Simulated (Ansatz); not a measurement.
# H4OSi: the cost of one run

Computed with Ansatz 0.2.0, Gaussian basis. Level: PBE0-D4/def2-TZVP structures, single points in def2-TZVPP, no counterpoise correction.

Levels: SPW92, PBE-D4, BLYP-D4, r2SCAN-D4, B97M-V, PBE0-D4, B3LYP-D4, r2SCAN0-D4, BHLYP-D4, CAM-B3LYP-D4, wB97X-V, wB97M-V, B2PLYP, PBE-QIDH, RPA on PBE, Hartree-Fock, MP2, CCSD, CCSD(T).

Correlated methods freeze the cores. Filled d shells of the heavier atoms are correlated. B3LYP uses VWN-RPA correlation. B2PLYP carries no dispersion term here.

94 further runs of the same task are left out: 94 set aside as unsound or not needed. Runs told in other sessions of the task aren't counted.

## Step 1: Where the work starts

The complex: 8 atoms, charge 0, spin multiplicity 1.

Atoms are counted from 1 here; the program's logs count them from 0.

Bond lengths: Si1–H2 1.496 Å, Si1–H3 1.480 Å, Si1–H4 1.488 Å, Si1–O5 1.643 Å, O5–H8 0.961 Å, H6–Br7 1.424 Å. Angles: H2–Si1–H3 109.2°, H2–Si1–H4 107.2°, H2–Si1–O5 111.3°, H3–Si1–H4 110.1°, H3–Si1–O5 106.6°, H4–Si1–O5 112.5°, Si1–O5–H8 116.9°.

Coordinates:

```xyz
8
charge 0, multiplicity 1
Si    0.4211    0.8883   -0.4739
H     0.4325   -0.3768   -1.2717
H     1.5558    1.7394   -0.8965
H    -0.8678    1.5752   -0.7570
O     0.6334    0.5851    1.1265
H    -0.7257   -2.1049   -0.2325
Br   -1.4724   -2.2727    0.9689
H     0.0231   -0.0337    1.5361
```

Its parts: SiH4O holds atoms 1, 2, 3, 4, 5, 8; HBr holds atoms 6, 7. Each part counts its atoms afresh in its own runs.

## Step 2: Relaxing SiH4O alone

relax-a/in.yaml reads:

```yaml
crystal:
  periodic: [false, false, false]
  atoms:
    - {symbol: Si, position_ang: [0.421136, 0.888299, -0.473868]}
    - {symbol: H, position_ang: [0.432479, -0.376755, -1.271721]}
    - {symbol: H, position_ang: [1.555753, 1.739353, -0.896466]}
    - {symbol: H, position_ang: [-0.867807, 1.575193, -0.757036]}
    - {symbol: O, position_ang: [0.633426, 0.585128, 1.126511]}
    - {symbol: H, position_ang: [0.023092, -0.033715, 1.536076]}
basis:
  gaussian: {orbitals: def2-TZVP}
hamiltonian: {xc: pbe0, dispersion: d4}
relax: {f_tol: 0.005, max_steps: 200}
```

Command:

```console
> ansatz run in.yaml --threads 4 --pin off --events-out ev --progress --plain --max-ram 9574MiB
```

**Question.** How long does this run take on 4 threads of Arm Neoverse V2, shared host?

About 3.2 s.
